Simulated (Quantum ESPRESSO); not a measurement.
Wanted: the native input for a Quantum ESPRESSO 7.5 run.

- Task: relaxation of the atoms
- Functional: PBEsol
- Potentials or basis: GBRV 1.5 PBEsol
- Cutoff: 762 eV
- Density cutoff: 6095 eV
- k mesh: 16 × 16 × 16
- Occupations: methfessel-paxton, width 0.1 eV
- Spin: no spin polarisation
- Mixing beta: 0.5
- Most SCF iterations: 120
- SCF threshold: 6e-10 Ry
- Most ionic steps: 40
- Forc conv thr: 0.0004 Ry/bohr
- Etot conv thr: 1e-05 Ry
- Ion dynamics: bfgs

CoSi2:

```xyz
3
Lattice="2.2074 0.0000 3.0297 -1.1037 1.9116 3.0297 -1.1037 -1.9116 3.0297" Properties=species:S:1:pos:R:3 pbc="T T T"
Co    0.0000    0.0000    0.0000
Si    0.0000    0.0000    2.2723
Si    0.0000    0.0000    6.8169
```

The cell was built by a generator and needn't be a form met in nature.

The input as run:

pw.in

```
&CONTROL
  calculation = 'relax'
  prefix = 'pwscf'
  outdir = './tmp'
  pseudo_dir = './pseudo'
  tprnfor = .true.
  disk_io = 'low'
  nstep = 40
  forc_conv_thr = 0.0004
  etot_conv_thr = 1d-05
/
&SYSTEM
  ibrav = 0
  nat = 3
  ntyp = 2
  ecutwfc = 56
  ecutrho = 448
  nbnd = 19
  occupations = 'smearing'
  smearing = 'mp'
  degauss = 0.00734986
/
&ELECTRONS
  conv_thr = 6d-10
  electron_maxstep = 120
  mixing_beta = 0.5
/
&IONS
  ion_dynamics = 'bfgs'
/
ATOMIC_SPECIES
Co    58.9332 co_pbesol_v1.2.uspp.F.UPF
Si    28.0850 si_pbesol_v1.uspp.F.UPF
CELL_PARAMETERS angstrom
   2.2073798496    0.0000000000    3.0297112400
  -1.1036899248    1.9116470255    3.0297112400
  -1.1036899248   -1.9116470255    3.0297112400
ATOMIC_POSITIONS crystal
Co     0.0000000000    0.0000000000    0.0000000000
Si     0.2500000000    0.2500000000    0.2500000000
Si     0.7500000000    0.7500000000    0.7500000000
K_POINTS automatic
16 16 16 0 0 0
```

Potentials or basis: GBRV 1.5 PBEsol.

The run is started by

```console
$ OMP_NUM_THREADS=1 pw.x -in pw.in > pw.out
```

Results of the run:

```
Energy gained by relaxing : 2.8 meV/atom
Ionic steps               : 5
Band gap on the k mesh    : none (metal or under the smearing width)
```

It took 24 min on 1 thread of Intel(R) Xeon(R) Platinum 8259CL CPU @ 2.50GHz (Skylake/Cascade Lake), with other jobs on the host, peak memory 0.39 GiB.
